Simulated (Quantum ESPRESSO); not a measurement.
# Ga in Quantum ESPRESSO: further runs, part 2 of 2

Quantum ESPRESSO 7.5. Earlier steps stand in the parts before.

**3. Work function, PBE**

pw.in

```
&CONTROL
  calculation = 'scf'
  prefix = 'pwscf'
  outdir = './tmp'
  pseudo_dir = './pseudo'
  tprnfor = .true.
  disk_io = 'low'
  tefield = .true.
  dipfield = .true.
/
&SYSTEM
  ibrav = 0
  celldm(1) = 8
  nat = 2
  ntyp = 1
  ecutwfc = 80
  nbnd = 20
  occupations = 'smearing'
  smearing = 'fd'
  degauss = 0.00367493
  edir = 3
  emaxpos = 0.7731
  eopreg = 0.042
  eamp = 0
/
&ELECTRONS
  conv_thr = 2d-09
  electron_maxstep = 150
  mixing_beta = 0.3
  mixing_mode = 'local-TF'
/
ATOMIC_SPECIES
Ga    69.7230 Ga.upf
CELL_PARAMETERS alat
  1.0229252863635   0.0000000000000   0.0000000000000
 -0.5114614621029   0.8858799856480  -0.0000000000000
  0.0000000000000   0.0000000000000   5.6219352207617
ATOMIC_POSITIONS crystal
Ga     0.3333300000    0.6666700000    0.2941200000
Ga     0.6666700000    0.3333300000    0.2941200000
K_POINTS automatic
7 7 1 0 0 0
```

pp_density.in

```
&INPUTPP
  prefix = 'pwscf'
  outdir = './tmp'
  filplot = 'density.dat'
  plot_num = 0
/
&PLOT
  nfile = 1
  filepp(1) = 'density.dat'
  iflag = 3
  output_format = 6
  fileout = 'density.cube'
/
```

pp_potential.in

```
&INPUTPP
  prefix = 'pwscf'
  outdir = './tmp'
  filplot = 'potential.dat'
  plot_num = 11
/
&PLOT
  nfile = 1
  filepp(1) = 'potential.dat'
  iflag = 3
  output_format = 6
  fileout = 'potential.cube'
/
```

pp_elf.in

```
&INPUTPP
  prefix = 'pwscf'
  outdir = './tmp'
  filplot = 'elf.dat'
  plot_num = 8
/
&PLOT
  nfile = 1
  filepp(1) = 'elf.dat'
  iflag = 3
  output_format = 6
  fileout = 'elf.cube'
/
```

Potentials or basis: PseudoDojo 0.4.1 SR PBE standard.

Command:

```sh
OMP_NUM_THREADS=1 mpirun -n 2 pw.x -nk 2 -in pw.in > pw.out
OMP_NUM_THREADS=1 mpirun -n 1 pp.x -in pp_density.in > pp_density.out
OMP_NUM_THREADS=1 mpirun -n 1 pp.x -in pp_potential.in > pp_potential.out
OMP_NUM_THREADS=1 mpirun -n 1 pp.x -in pp_elf.in > pp_elf.out
```

pw.out:

```text
This program is part of the open-source Quantum ESPRESSO suite
     for quantum simulation of materials; please cite
         "P. Giannozzi et al., J. Phys.:Condens. Matter 21 395502 (2009);
         "P. Giannozzi et al., J. Phys.:Condens. Matter 29 465901 (2017);
         "P. Giannozzi et al., J. Chem. Phys. 152 154105 (2020);
     in publications or presentations arising from this work. More details at

     Presently no symmetry can be used with electric field

     K-points division:     npool     =       2
     Subspace diagonalization in iterative solution of the eigenvalue problem:
     a serial algorithm will be used

     G-vector sticks info
     --------------------
     sticks:   dense  smooth     PW     G-vecs:    dense   smooth      PW
     Sum        1483    1483    433               252407   252407   39077

     Using Slab Decomposition

     bravais-lattice index     =            0
     lattice parameter (alat)  =       8.0000  a.u.
     unit-cell volume          =    2608.4025 (a.u.)^3
     number of atoms/cell      =            2
     number of atomic types    =            1
     number of electrons       =        26.00
     number of Kohn-Sham states=           20
     kinetic-energy cutoff     =      80.0000  Ry
     charge density cutoff     =     320.0000  Ry
     scf convergence threshold =      2.0E-09
     mixing beta               =       0.3000
     number of iterations used =            8  local-TF  mixing
     Exchange-correlation= PBE
                           (   1   4   3   4   0   0   0)

     celldm(1)=   8.000000  celldm(2)=   0.000000  celldm(3)=   0.000000
     celldm(4)=   0.000000  celldm(5)=   0.000000  celldm(6)=   0.000000

     crystal axes: (cart. coord. in units of alat)
               a(1) = (   1.022925   0.000000   0.000000 )
               a(2) = (  -0.511461   0.885880  -0.000000 )
               a(3) = (   0.000000   0.000000   5.621935 )

     reciprocal axes: (cart. coord. in units 2 pi/alat)
               b(1) = (  0.977589  0.564409 -0.000000 )
               b(2) = (  0.000000  1.128821  0.000000 )
               b(3) = ( -0.000000  0.000000  0.177875 )

     PseudoPot. # 1 for Ga read from file:
     Ga.upf
     Pseudo is Norm-conserving + core correction, Zval = 13.0
     Generated using ONCVPSP code by D. R. Hamann
     Using radial grid of 1902 points,  6 beta functions with:
                l(1) =   0
                l(2) =   0
                l(3) =   1
                l(4) =   1
                l(5) =   2
                l(6) =   2

     atomic species   valence    mass     pseudopotential
     Ga               13.00    69.72300     Ga( 1.00)

     No symmetry found

   Cartesian axes

     site n.     atom                  positions (alat units)
         1        Ga     tau(   1) = (  -0.0000043   0.5905896   1.6535236  )
         2        Ga     tau(   2) = (   0.5114682   0.2952904   1.6535236  )

     number of k points=    25  Fermi-Dirac smearing, width (Ry)=  0.0037
                       cart. coord. in units 2pi/alat
        k(    1) = (   0.0000000   0.0000000   0.0000000), wk =   0.0408163
        k(    2) = (   0.0000000   0.1612602   0.0000000), wk =   0.0816327
        k(    3) = (   0.0000000   0.3225203   0.0000000), wk =   0.0816327
        k(    4) = (   0.0000000   0.4837805   0.0000000), wk =   0.0816327
        k(    5) = (   0.1396555   0.0806299   0.0000000), wk =   0.0816327
        k(    6) = (   0.1396555   0.2418900   0.0000000), wk =   0.0816327
[... 17 lines left out ...]
        k(   24) = (   0.4189665  -0.0806306   0.0000000), wk =   0.0816327
        k(   25) = (   0.4189665   0.0806295   0.0000000), wk =   0.0816327

     Dense  grid:   252407 G-vectors     FFT dimensions: (  48,  48, 270)

     Initial potential from superposition of free atoms

     starting charge      25.9947, renormalised to      26.0000

     negative rho (up, down):  2.846E-05 0.000E+00

     Adding external electric field

     Computed dipole along edir(3) :
        Dipole               -0.0000 Ry au,         -0.0000 Debye
        Dipole field         -0.0000 Ry au,

        Potential amp.        0.0000 Ry
        Total length         43.0865 bohr

     Starting wfcs are   18 randomized atomic wfcs +    2 random wfcs

     Self-consistent Calculation

     iteration #  1     ecut=    80.00 Ry     beta= 0.30
     Davidson diagonalization with overlap
     ethr =  1.00E-02,  avg # of iterations =  6.6

     Threshold (ethr) on eigenvalues was too large:
     Diagonalizing with lowered threshold

     Davidson diagonalization with overlap
     ethr =  2.19E-04,  avg # of iterations = 10.0

     Adding external electric field

     Computed dipole along edir(3) :
        Dipole               -0.0000 Ry au,         -0.0000 Debye
        Dipole field         -0.0000 Ry au,

        Potential amp.        0.0000 Ry
        Total length         43.0865 bohr

     total energy              =    -305.80882403 Ry
     estimated scf accuracy    <       0.05793338 Ry

     iteration #  2     ecut=    80.00 Ry     beta= 0.30
     Davidson diagonalization with overlap
     ethr =  2.23E-04,  avg # of iterations =  1.0

     Adding external electric field

     Computed dipole along edir(3) :
        Dipole               -0.0000 Ry au,         -0.0000 Debye
        Dipole field         -0.0000 Ry au,

        Potential amp.        0.0000 Ry
        Total length         43.0865 bohr

     total energy              =    -305.79567195 Ry
     estimated scf accuracy    <       0.03446535 Ry
[... 217 lines left out ...]
     Computed dipole along edir(3) :
        Dipole                0.0000 Ry au,          0.0000 Debye
        Dipole field          0.0000 Ry au,

        Potential amp.       -0.0000 Ry
        Total length         43.0865 bohr

     total energy              =    -305.79973281 Ry
     estimated scf accuracy    <          2.8E-09 Ry

     iteration # 16     ecut=    80.00 Ry     beta= 0.30
     Davidson diagonalization with overlap
     ethr =  1.07E-11,  avg # of iterations =  1.4

     Adding external electric field

     Computed dipole along edir(3) :
        Dipole                0.0000 Ry au,          0.0000 Debye
        Dipole field          0.0000 Ry au,

        Potential amp.       -0.0000 Ry
        Total length         43.0865 bohr

     End of self-consistent calculation

          k = 0.0000 0.0000 0.0000 ( 31551 PWs)   bands (ev):

   -17.6687 -17.5559 -17.5558 -17.5353 -17.5353 -17.3569 -17.3569 -17.3432
   -17.3432 -17.3335 -11.0325  -3.7482  -1.5751  -1.5748  -1.2104   0.5867
     1.3178   1.5182   2.2897   2.4820

          k = 0.0000 0.1613 0.0000 ( 31560 PWs)   bands (ev):

   -17.6673 -17.5768 -17.5723 -17.5607 -17.5497 -17.3518 -17.3445 -17.3387
   -17.3077 -17.3061 -10.8365  -3.6280  -3.5390  -1.9771   0.2949   0.8058
     1.5319   1.7351   2.4299   2.5026

          k = 0.0000 0.3225 0.0000 ( 31530 PWs)   bands (ev):

   -17.6784 -17.6364 -17.6111 -17.5708 -17.5338 -17.3732 -17.3530 -17.3292
   -17.2386 -17.2308 -10.2594  -5.6852  -2.9316  -2.6223   0.1341   1.4713
     1.5266   2.1874   2.3915   3.1445

          k = 0.0000 0.4838 0.0000 ( 31514 PWs)   bands (ev):

   -17.7034 -17.6714 -17.6137 -17.5785 -17.5176 -17.3938 -17.3615 -17.3221
   -17.1955 -17.1819  -9.4187  -7.2988  -3.0143  -2.0649  -0.2054   0.0223
     2.5367   3.2324   3.4792   4.1531

          k = 0.1397 0.0806 0.0000 ( 31560 PWs)   bands (ev):

   -17.6673 -17.5768 -17.5723 -17.5607 -17.5497 -17.3518 -17.3445 -17.3387
   -17.3077 -17.3061 -10.8365  -3.6280  -3.5390  -1.9771   0.2949   0.8057
     1.5319   1.7348   2.4284   2.5026
[... 99 lines left out ...]
   -17.7337 -17.6508 -17.6157 -17.5858 -17.4995 -17.4115 -17.3501 -17.3165
   -17.2449 -17.1262  -9.0209  -7.6933  -3.8952  -1.6575  -0.3506   1.0859
     3.2816   3.3082   3.4959   4.1081

          k = 0.4190-0.2419 0.0000 ( 31514 PWs)   bands (ev):

   -17.7034 -17.6713 -17.6138 -17.5785 -17.5175 -17.3938 -17.3615 -17.3221
   -17.1955 -17.1819  -9.4188  -7.2986  -3.0144  -2.0650  -0.2055   0.0224
     2.5367   3.2324   3.4794   4.1530

          k = 0.4190-0.0806 0.0000 ( 31506 PWs)   bands (ev):

   -17.7148 -17.6396 -17.6189 -17.5810 -17.5137 -17.3954 -17.3455 -17.3207
   -17.2595 -17.1536  -9.7067  -6.6858  -3.6225  -2.3586   0.6198   1.2429
     2.1152   2.7655   3.0443   3.6153

          k = 0.4190 0.0806 0.0000 ( 31506 PWs)   bands (ev):

   -17.7149 -17.6396 -17.6188 -17.5810 -17.5137 -17.3954 -17.3455 -17.3207
   -17.2595 -17.1536  -9.7067  -6.6859  -3.6225  -2.3586   0.6197   1.2430
     2.1152   2.7655   3.0443   3.6153

     the Fermi energy is    -2.8522 ev

!    total energy              =    -305.79973356 Ry
     estimated scf accuracy    <          1.7E-09 Ry
     smearing contrib. (-TS)   =      -0.00122005 Ry
     internal energy E=F+TS    =    -305.79851352 Ry

     The total energy is F=E-TS. E is the sum of the following terms:
     one-electron contribution =   -1092.16010834 Ry
     hartree contribution      =     558.62970356 Ry
     xc contribution           =     -83.51698635 Ry
     ewald contribution        =     311.24887762 Ry
     electric field correction =       0.00000000 Ry

     convergence has been achieved in  16 iterations

     Forces acting on atoms (cartesian axes, Ry/au):

     atom    1 type  1   force =     0.00000857   -0.00000397   -0.00000047
     atom    2 type  1   force =    -0.00000857    0.00000397    0.00000047

     Total force =     0.000013     Total SCF correction =     0.000062
     SCF correction compared to forces is large: reduce conv_thr to get better values

=------------------------------------------------------------------------------=
   JOB DONE.
=------------------------------------------------------------------------------=
```

It took 4.5 min on 2 MPI ranks of Arm Neoverse V2, shared host; peak memory 0.98 GiB.

What came out:

* Free energy: -4160.6173 eV
* Band gap on the k mesh: none (metal or under the smearing width)
* Dipole across the slab: 0.00 D
* Work function of the upper face: 4.33 eV
* Work function of the lower face: 4.33 eV

Levels at points of the mesh, in eV from the Fermi level:
```csv
k point,band 9,band 10,band 11,band 12,band 13,band 14,band 15,band 16,band 17,band 18
"(0.00, 0.00, 0.00)",-14.49,-14.48,-8.18,-0.90,1.28,1.28,1.64,3.44,4.17,4.37
```
